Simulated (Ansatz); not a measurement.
**CoO (Fm-3m): how the settings move a single-point run**

Question: which choices in the input matter for CoO (Fm-3m)?

Computed with Ansatz 0.2.0 (reference: DFT PBE+U, scalar-relativistic, plane waves, PAW, unless a step's input says otherwise).

2 further runs of the same task are left out: 1 that didn't finish, 1 set aside as unsound or not needed. Runs told in other sessions of the task aren't counted.

### Step 1. The starting structure

It takes space group Fm-3m (No. 225, cubic). The conventional cell has a = 4.263 Å, b = 4.263 Å, c = 4.263 Å, α = 90.00°, β = 90.00°, γ = 90.00°. Co (site symmetry m-3m) is surrounded by 6 O at 2.13 Å. O (site symmetry m-3m) is surrounded by 6 Co at 2.13 Å.

Coordinates:

```cif
data_structure
_symmetry_space_group_name_H-M 'Fm-3m'
_symmetry_Int_Tables_number 225
_cell_length_a 4.2630
_cell_length_b 4.2630
_cell_length_c 4.2630
_cell_angle_alpha 90.000
_cell_angle_beta 90.000
_cell_angle_gamma 90.000
_cell_volume 77.47
loop_
_atom_site_label
_atom_site_type_symbol
_atom_site_symmetry_multiplicity
_atom_site_Wyckoff_symbol
_atom_site_fract_x
_atom_site_fract_y
_atom_site_fract_z
_atom_site_occupancy
Co1 Co 4 a 0.00000 0.00000 0.00000 1
O1 O 4 b 0.50000 0.00000 0.00000 1
```

### Step 2. The reference run

Contents of input.yaml:

```yaml
crystal:
  lattice:
    - [0.0, 2.1315016559, 2.1315016559]
    - [2.1315016559, 0.0, 2.1315016559]
    - [2.1315016559, 2.1315016559, 0.0]
  atoms:
    - { symbol: Co, position: [0.0, 0.0, 0.0], spin: 3.0 }
    - { symbol: O, position: [0.5, 0.5, 0.5] }
basis:
  ecutwfc: 420
  ecutrho_ratio: 4
kpoints:
  mp_grid: { grid: [10, 10, 10] }
hamiltonian:
  xc: pbe
  hubbard: { sites: [{ species: Co, l: d, u_eff: 3.3 }] }
scf:
  occupations: { method: gaussian, width: 0.05 }
  lower_state_search: "off"
output:
  forces: true
  stress: true
  eigenvalues: true
  populations: true
  hubbard: { sites: [{ species: Co, l: d }] }
magnetization:
  spin_polarized: true
checkpoint:
  read: start.run
  write: ck
  compress: false
  write_wavefunctions: false
  write_every: 100000
```

Launch:

```console
> ansatz run input.yaml --threads 4 --pin off --max-ram 8192MiB --backend cpu --events-out ev --progress --plain --runs-dir out
```

### Step 3. Changing settings: dispersion d3bj, occupations.method tetrahedron_uncorrected, width left out, lower_state_search left out

Contents of input.yaml:

```yaml
crystal:
  lattice:
    - [0.0, 2.1315016559, 2.1315016559]
    - [2.1315016559, 0.0, 2.1315016559]
    - [2.1315016559, 2.1315016559, 0.0]
  atoms:
    - { symbol: Co, position: [0.0, 0.0, 0.0], spin: 3.0 }
    - { symbol: O, position: [0.5, 0.5, 0.5] }
basis:
  ecutwfc: 420
  ecutrho_ratio: 4
kpoints:
  mp_grid: { grid: [10, 10, 10] }
hamiltonian:
  xc: pbe
  hubbard: { sites: [{ species: Co, l: d, u_eff: 3.3 }] }
  dispersion: d3bj
scf:
  occupations: { method: tetrahedron_uncorrected }
output:
  forces: true
  stress: true
  write_density: true
  write_potential: true
  elf: true
  volumetric_format: npy
magnetization:
  spin_polarized: true
```

### Step 4. Variant: pseudopotentials.kind nc, lower_state_search left out

Contents of input.yaml:

```yaml
crystal:
  lattice:
    - [0.0, 2.1315016559, 2.1315016559]
    - [2.1315016559, 0.0, 2.1315016559]
    - [2.1315016559, 2.1315016559, 0.0]
  atoms:
    - { symbol: Co, position: [0.0, 0.0, 0.0], spin: 3.0 }
    - { symbol: O, position: [0.5, 0.5, 0.5] }
basis:
  ecutwfc: 420
  ecutrho_ratio: 4
kpoints:
  mp_grid: { grid: [10, 10, 10] }
hamiltonian:
  xc: pbe
  hubbard: { sites: [{ species: Co, l: d, u_eff: 3.3 }] }
  pseudopotentials: { kind: nc }
scf:
  occupations: { method: gaussian, width: 0.05 }
output:
  forces: true
  stress: true
magnetization:
  spin_polarized: true
```

### Step 5. The same system, input altered

Edit input.yaml of step 2 so:

```diff
@@ -18,3 +18,3 @@
   occupations: { method: gaussian, width: 0.05 }
-  lower_state_search: "off"
+  convergence: { dr2_threshold: 0.0001 }
 output:
@@ -22,12 +22,3 @@
   stress: true
-  eigenvalues: true
-  populations: true
-  hubbard: { sites: [{ species: Co, l: d }] }
 magnetization:
   spin_polarized: true
-checkpoint:
-  read: start.run
-  write: ck
-  compress: false
-  write_wavefunctions: false
-  write_every: 100000
```

(Steps that only read results are left out.)

Before running it: what results should come out? Wanted: for each run, ending; energy change; pressure; gap; abs. moment; force.

As calculated:

| run | ending | energy change | pressure (GPa) | gap (eV) | abs. moment (μB) | force (eV/Å) | cycles | time |
| --- | --- | --- | --- | --- | --- | --- | --- | --- |
| reference | converged | 0 | 8.2 | 1.24 | 3.01 | 0.00 | - | 1.6 s |
| 1: dispersion d3bj, occupations.method tetrahedron_uncorrected, width left out, lower_state_search left out | converged | -257.7 meV/atom (σ→0) (dispersion and other settings together) | 4.0 | 1.24 | 3.01 | 0.00 | 40 | 15 s |
| 2: pseudopotentials.kind nc, lower_state_search left out | converged | not comparable | -71.6 | 0.00 | 1.37 | 0.00 | 26 | 1.2 s |
| 3: dr2_threshold 0.0001, lower_state_search left out | converged | 0.0 meV/atom | 8.2 | 1.24 | 3.01 | 0.00 | 2 | 12 s |

Times don't compare one to one where runs were asked for different outputs or read a saved state (see the inputs); cycles may leave out searches for a lower state.

Residual by cycle in the longest SCF loop of each run; runs are numbered as in the table. The quantity is the density residual dr2, in eV.

| cycle | reference | run 1 | run 2 | run 3 |
| --- | --- | --- | --- | --- |
| 1 | 7.1e-7 | 0.342 | 49.2 | 26.8 |
| 3 | - | 0.134 | 1.27 | 0.328 |
| 6 | - | 5.2e-6 | 0.0033 | 0.0821 |
| 8 | - | 5.1e-8 | 0.00501 | 4.4e-5 |
| 10 | - | 2.2e-8 | 0.0673 | 9.5e-5 |
| 12 | - | 0.00448 | 0.293 | - |
| 15 | - | 4.6e-4 | 0.236 | - |
| 17 | - | 2.6e-5 | 0.0247 | - |
| 19 | - | 3.3e-7 | 0.00433 | - |
| 21 | - | - | 7.1e-4 | - |
| 24 | - | - | 9.0e-6 | - |
| 26 | - | - | 3.7e-10 | - |

«dr2_threshold 0.0001, lower_state_search left out» leaves the energy as it was. Run 2 ran under the cutoff that the potentials recommend, as the log warns, so basis error is mixed into its values, and swamps them where the cutoff is far short.
